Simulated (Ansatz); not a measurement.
# ClH₄N₂Y: small, medium and large basis sets

An exercise on one series of results from a longer session: the logs are not shown, and one member is left open.

Program: Ansatz 0.2.0, Gaussian basis. Level of theory: one geometry, several basis sets. These are calculated values, not measurements.

Levels to be run: PBE0-D4/def2-SVP; ωB97M-V/def2-SVP; PBE0-D4/def2-QZVPP; ωB97M-V/def2-QZVPP; the functionals' def2-TZVPP values are taken from earlier runs.

### The relaxed structure

The geometry comes from an earlier relaxation with PBE0-D4 in a triple-zeta def2 set; it is a stationary point, not always the lowest conformer. Y takes the def2 core potential; no spin-orbit term is included.

SMILES `[NH2][Y]([NH2])[Cl]`, 8 atoms, charge 0, spin multiplicity 1.

Atoms are counted from 1 here; the program's logs count them from 0.

Bond lengths: N1–Y2 2.128 Å, N1–H5 1.014 Å, N1–H6 1.014 Å, Y2–N3 2.128 Å, Y2–Cl4 2.493 Å, N3–H7 1.014 Å, N3–H8 1.014 Å. Angles: Y2–N1–H5 126.7°, Y2–N1–H6 127.0°, H5–N1–H6 106.3°, N1–Y2–N3 115.9°, N1–Y2–Cl4 122.1°, N3–Y2–Cl4 122.1°, Y2–N3–H7 126.7°, Y2–N3–H8 127.0°, H7–N3–H8 106.3°.

As a file:

```xyz
8
ClH4N2Y
N     0.7303    1.4747   -0.8595
Y     0.3390   -0.0150    0.6091
N    -1.1104   -1.4812    0.0814
Cl    1.5012   -0.0368    2.8142
H     0.3003    1.5522   -1.7740
H     1.3817    2.2476   -0.7858
H    -1.6248   -1.5390   -0.7900
H    -1.4252   -2.2596    0.6490
```

Set-up of the first run:

File in.yaml:

```yaml
crystal:
  periodic: [false, false, false]
  atoms:
    - {symbol: N, position_ang: [0.730334, 1.474658, -0.859503]}
    - {symbol: Y, position_ang: [0.339009, -0.014971, 0.609120]}
    - {symbol: N, position_ang: [-1.110406, -1.481159, 0.081413]}
    - {symbol: Cl, position_ang: [1.501203, -0.036822, 2.814154]}
    - {symbol: H, position_ang: [0.300302, 1.552205, -1.774043]}
    - {symbol: H, position_ang: [1.381694, 2.247647, -0.785818]}
    - {symbol: H, position_ang: [-1.624829, -1.539047, -0.789990]}
    - {symbol: H, position_ang: [-1.425209, -2.259611, 0.648968]}
basis:
  gaussian: {orbitals: def2-SVP}
hamiltonian: {xc: pbe0, dispersion: d4}
output: {orbitals: {seedname: orbitals}}
```

Launch:

```console
> ansatz run in.yaml --threads 4 --pin off --events-out ev --progress --plain --max-ram 10444MiB
```

Among the steps run: PBE0-D4 in def2-SVP; ωB97M-V in def2-SVP; PBE0-D4 in def2-QZVPP; ωB97M-V in def2-QZVPP.

One table of the session follows, with a row left open; its other results are not shown here.

It belongs to the step «Density functionals: the series». 

| functional | basis | HOMO (eV) | LUMO (eV) |
| --- | --- | --- | --- |
| PBE0-D4 | def2-SVP | -6.83 | -1.57 |
| PBE0-D4 | def2-TZVPP | -7.00 | -1.64 |
| PBE0-D4 | def2-QZVPP | -7.04 | -1.67 |
| ωB97M-V | def2-SVP | -9.17 | -0.18 |
| ωB97M-V | def2-TZVPP | -9.37 | -0.33 |
| ωB97M-V | def2-QZVPP | ? | ? |

**Question.** Estimate the row for ωB97M-V, def2-QZVPP.

The run gave: HOMO (eV): -9.42; LUMO (eV): -0.44. In the column «HOMO (eV)» it is the lowest.
